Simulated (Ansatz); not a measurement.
Run this with the Ansatz DFT code, driven from Python and show what comes out.

`c3h7nsi.xyz`
```text
12

C    -1.51400   -0.47620   -0.31140
Si   -0.03110    0.26360    0.47000
C     1.43090   -0.73640   -0.03450
C     0.27640    2.08850    0.00500
N     0.34680    3.18420   -0.30540
H    -2.45110    0.14240   -0.01370
H    -1.67850   -1.47620   -0.03560
H    -1.45750   -0.36550   -1.42100
H    -0.18360    0.15790    1.98770
H     1.62570   -0.69740   -1.07890
H     1.32710   -1.78640    0.28570
H     2.38600   -0.35360    0.48610
```

`run_energy.py`
```python
"""Single point of C3H7NSi."""

import sys

import ansatz as az
import numpy as np
import pandas as pd

geometry = az.Crystal.molecule_from_extxyz("c3h7nsi.xyz")

setup = (
    geometry.calculation()
    .basis(gaussian="6-31G*")
    .functional("r2scan0")
    .forces()
)
try:
    r = setup.run(threads=1, pin="off").report
except az.AnsatzError as error:
    sys.exit(f"{type(error).__name__}: {error}")

for key in ("converged", "free_energy_ev", "reference_energy_ev", "n_frozen", "n_occupied", "n_virtual"):
    print(f"{key:22s} {r[key]}")

state = r["mean_field"]["state"]
print(f"mean field: {state['energy']['hartree']:.7f} Ha, <S^2> = {abs(state['spin_squared']):.4f}, stability: {state.get('stability', {}).get('kind')}")

symbols = [site.symbol for site in geometry.cartesian_sites]
forces = np.array(r["forces_ev_ang"])
print("largest force", round(float(np.linalg.norm(forces, axis=1).max()), 4), "eV/A, rms", round(float(np.sqrt((forces ** 2).mean())), 4))

charges = r["charge_distribution"]
table = pd.DataFrame({"atom": symbols, "mulliken": charges["mulliken_charges_e"], "lowdin": charges["lowdin_charges_e"]})
print(table.round(3).to_string())
print("dipole (e A):", np.round(charges["dipole_moment_e_ang"], 4) + 0.0)
```

```console
$ python run_energy.py
converged              True
free_energy_ev         -12588.018864440965
reference_energy_ev    -12588.018864440965
n_frozen               0
n_occupied             [23, 23]
n_virtual              [70, 70]
mean field: -462.6011608 Ha, <S^2> = 0.0000, stability: minimum
largest force 4.1264 eV/A, rms 1.2199
   atom  mulliken  lowdin
0     C    -0.796  -0.527
1    Si     0.714   0.394
2     C    -0.800  -0.531
3     C     0.020  -0.271
4     N    -0.331   0.019
5     H     0.202   0.169
6     H     0.231   0.164
7     H     0.213   0.167
8     H    -0.089  -0.076
9     H     0.224   0.160
10    H     0.211   0.164
11    H     0.202   0.167
dipole (e A): [-0.1125 -0.8229  0.031 ]
```

The settings weren't tested for convergence. The geometry is a force-field or estimated start, not a minimum of this method, and the basis set is short of its limit. The Löwdin charges here are taken after orthogonalising the functions within each atom; they differ from plain Löwdin charges, and their signs can be unphysical. Finished in 8.6 s on 1 thread of Intel(R) Xeon(R) Platinum 8488C (Sapphire Rapids) (shared host), peak memory 0.31 GiB.

(A comment or docstring line of the script was reworded after the run, the code is as it ran; lines on the test bed's own set-up are left out of the output.)
